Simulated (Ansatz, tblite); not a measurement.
**Terrylene (C30H16): a ladder of methods and basis sets**

An exercise on one series of results from a longer session: the logs are not shown, and one member is left open.

The runs use Ansatz 0.2.0, Gaussian basis; as each input shows.

Plan: GFN1-xTB, GFN2-xTB, PBE-D4/def2-TZVP, r2SCAN-D4/def2-TZVP, B3LYP-D4/def2-TZVP, BLYP-D4/def2-TZVP, LDA/def2-TZVP, PBE+5HF/def2-SVP, PBE+10HF/def2-SVP, PBE+15HF/def2-SVP, PBE+35HF/def2-SVP, PBE+50HF/def2-SVP, PBE-D4/def2-SVP, PBE0-D4/def2-SVP, HF/6-31G, B3LYP-D4/6-31G, MP2/def2-SVP, RPA/def2-SVP.

## The structure

The singlet was relaxed beforehand with r2SCAN-D4/def2-SVP.

SMILES `c1cc2cccc3c4ccc5c6cccc7cccc(c8ccc(c(c1)c23)c4c85)c76`, 46 atoms, charge 0, spin multiplicity 1.

Bond lengths: C1–C2 1.381 Å, C1–C26 1.405 Å, C1–H31 1.094 Å, C2–C3 1.418 Å, C2–H32 1.094 Å, C3–C4 1.418 Å, C3–C27 1.438 Å, C4–C5 1.382 Å, C4–H33 1.094 Å, C5–C6 1.405 Å, C5–H34 1.094 Å, C6–C7 1.400 Å, C6–H35 1.091 Å, C7–C8 1.466 Å, C7–C27 1.431 Å, C8–C9 1.398 Å, C8–C28 1.432 Å, C9–C10 1.391 Å and more. Angles: C2–C1–C26 120.4°, C2–C1–H31 120.3°, C26–C1–H31 119.3°, C1–C2–C3 120.3°, C1–C2–H32 120.9°, C3–C2–H32 118.8°, C2–C3–C4 121.0°, C2–C3–C27 119.5°, C4–C3–C27 119.5°, C3–C4–C5 120.3°, C3–C4–H33 118.8°, C5–C4–H33 120.9°, C4–C5–C6 120.4°, C4–C5–H34 120.3°, C6–C5–H34 119.3°, C5–C6–C7 121.8°, C5–C6–H35 118.1°, C7–C6–H35 120.1° and more.

PBE0-D4/def2-TZVP was run before; its log isn't repeated, and its numbers join the tables.

The first run:

Tight binding, by tblite at 300 K electronic temperature and without a spin-polarisation term:

```python
tblite.interface.Calculator('GFN1-xTB', numbers, positions, charge=0, uhf=0).singlepoint()
```

Tight binding, by tblite at 300 K electronic temperature and without a spin-polarisation term:

```python
tblite.interface.Calculator('GFN2-xTB', numbers, positions, charge=0, uhf=0).singlepoint()
```

start.molden holds the orbitals of an earlier run on this state, given as this run's starting guess.

Contents of in.yaml:

```yaml
crystal:
  periodic: [false, false, false]
  atoms:
    - {symbol: C, position_ang: [5.203190, -2.070344, -0.144152]}
    - {symbol: C, position_ang: [5.813496, -0.831131, -0.164480]}
    - {symbol: C, position_ang: [5.031152, 0.351526, -0.144536]}
    - {symbol: C, position_ang: [5.641404, 1.631472, -0.164980]}
    - {symbol: C, position_ang: [4.864685, 2.773780, -0.145049]}
    - {symbol: C, position_ang: [3.463746, 2.680336, -0.104377]}
    - {symbol: C, position_ang: [2.807165, 1.444603, -0.082742]}
    - {symbol: C, position_ang: [1.345616, 1.337555, -0.040458]}
    - {symbol: C, position_ang: [0.524696, 2.468858, -0.018455]}
    - {symbol: C, position_ang: [-0.862855, 2.371907, 0.020973]}
    - {symbol: C, position_ang: [-1.518534, 1.137447, 0.041023]}
    - {symbol: C, position_ang: [-2.980799, 1.040209, 0.082112]}
    - {symbol: C, position_ang: [-3.802876, 2.172643, 0.101516]}
    - {symbol: C, position_ang: [-5.203208, 2.070392, 0.141759]}
    - {symbol: C, position_ang: [-5.813511, 0.831181, 0.163412]}
    - {symbol: C, position_ang: [-5.031178, -0.351498, 0.144521]}
    - {symbol: C, position_ang: [-5.641424, -1.631464, 0.165532]}
    - {symbol: C, position_ang: [-4.864688, -2.773768, 0.145939]}
    - {symbol: C, position_ang: [-3.463752, -2.680334, 0.105294]}
    - {symbol: C, position_ang: [-2.807162, -1.444609, 0.083442]}
    - {symbol: C, position_ang: [-1.345610, -1.337589, 0.041182]}
    - {symbol: C, position_ang: [-0.524661, -2.468883, 0.020034]}
    - {symbol: C, position_ang: [0.862890, -2.371942, -0.019688]}
    - {symbol: C, position_ang: [1.518559, -1.137487, -0.040746]}
    - {symbol: C, position_ang: [2.980791, -1.040240, -0.082679]}
    - {symbol: C, position_ang: [3.802865, -2.172647, -0.103699]}
    - {symbol: C, position_ang: [3.597174, 0.251318, -0.103012]}
    - {symbol: C, position_ang: [0.719133, 0.050219, -0.020353]}
    - {symbol: C, position_ang: [-0.719111, -0.050258, 0.020684]}
    - {symbol: C, position_ang: [-3.597197, -0.251326, 0.103152]}
    - {symbol: H, position_ang: [5.806890, -2.982288, -0.159394]}
    - {symbol: H, position_ang: [6.903464, -0.741774, -0.196139]}
    - {symbol: H, position_ang: [6.733202, 1.694596, -0.196729]}
    - {symbol: H, position_ang: [5.335689, 3.760821, -0.160678]}
    - {symbol: H, position_ang: [2.887394, 3.606583, -0.089865]}
    - {symbol: H, position_ang: [0.965718, 3.466531, -0.032107]}
    - {symbol: H, position_ang: [-1.438285, 3.298553, 0.036199]}
    - {symbol: H, position_ang: [-3.360971, 3.170031, 0.085077]}
    - {symbol: H, position_ang: [-5.806896, 2.982369, 0.156070]}
    - {symbol: H, position_ang: [-6.903479, 0.741864, 0.195139]}
    - {symbol: H, position_ang: [-6.733222, -1.694572, 0.197230]}
    - {symbol: H, position_ang: [-5.335688, -3.760803, 0.161986]}
    - {symbol: H, position_ang: [-2.887426, -3.606604, 0.090594]}
    - {symbol: H, position_ang: [-0.965663, -3.466553, 0.034578]}
    - {symbol: H, position_ang: [1.438306, -3.298617, -0.034249]}
    - {symbol: H, position_ang: [3.360953, -3.170062, -0.088869]}
basis:
  gaussian: {orbitals: def2-TZVP, fitting: {mean_field: def2-universal-jkfit}, initial_orbitals: start.molden}
hamiltonian: {xc: pbe, dispersion: d4}
scf: {omitted_lower_state_checks: [starts]}
output: {orbitals: {seedname: orbitals}}
```

On the command line:

```console
> ansatz run in.yaml --threads 2 --pin off --events-out ev --progress --plain --max-ram 22528MiB --backend cuda --devices 0, --max-vram 18GiB
```

Steps of the session up to this table: PBE-D4/def2-TZVP; r2SCAN-D4/def2-TZVP; B3LYP-D4/def2-TZVP; BLYP-D4/def2-TZVP; LDA/def2-TZVP; PBE+5HF/def2-SVP; PBE+10HF/def2-SVP; PBE+15HF/def2-SVP; PBE+35HF/def2-SVP; PBE+50HF/def2-SVP; PBE-D4/def2-SVP; PBE0-D4/def2-SVP; HF/6-31G; B3LYP-D4/6-31G; MP2/def2-SVP; RPA/def2-SVP.

One of the session's tables, all rows but one given; the rest of the session is left out.

It belongs to the step «Binding energy». 

| level | binding an atom (eV) |
| --- | --- |
| HF/6-31G | 3.988 |
| HF/def2-SVP | 4.292 |
| LDA/def2-TZVP | 6.637 |
| PBE-D4/def2-SVP | 6.057 |
| PBE-D4/def2-TZVP | 5.953 |
| BLYP-D4/def2-TZVP | 5.713 |
| r2SCAN-D4/def2-TZVP | 5.747 |
| B3LYP-D4/6-31G | 5.607 |
| B3LYP-D4/def2-TZVP | ? |
| PBE0-D4/def2-SVP | 5.928 |
| PBE0-D4/def2-TZVP | 5.822 |
| MP2/def2-SVP | 5.687 |

**Question.** Estimate the row for B3LYP-D4/def2-TZVP.

**Answer.** binding an atom (eV): 5.693. In the column «binding an atom (eV)» it lies between MP2/def2-SVP (5.687) and BLYP-D4/def2-TZVP (5.713).

To keep in mind: Free atoms were run apart at each level; binding is atoms less cluster, divided by the number of atoms, without zero-point or spin-orbit terms.
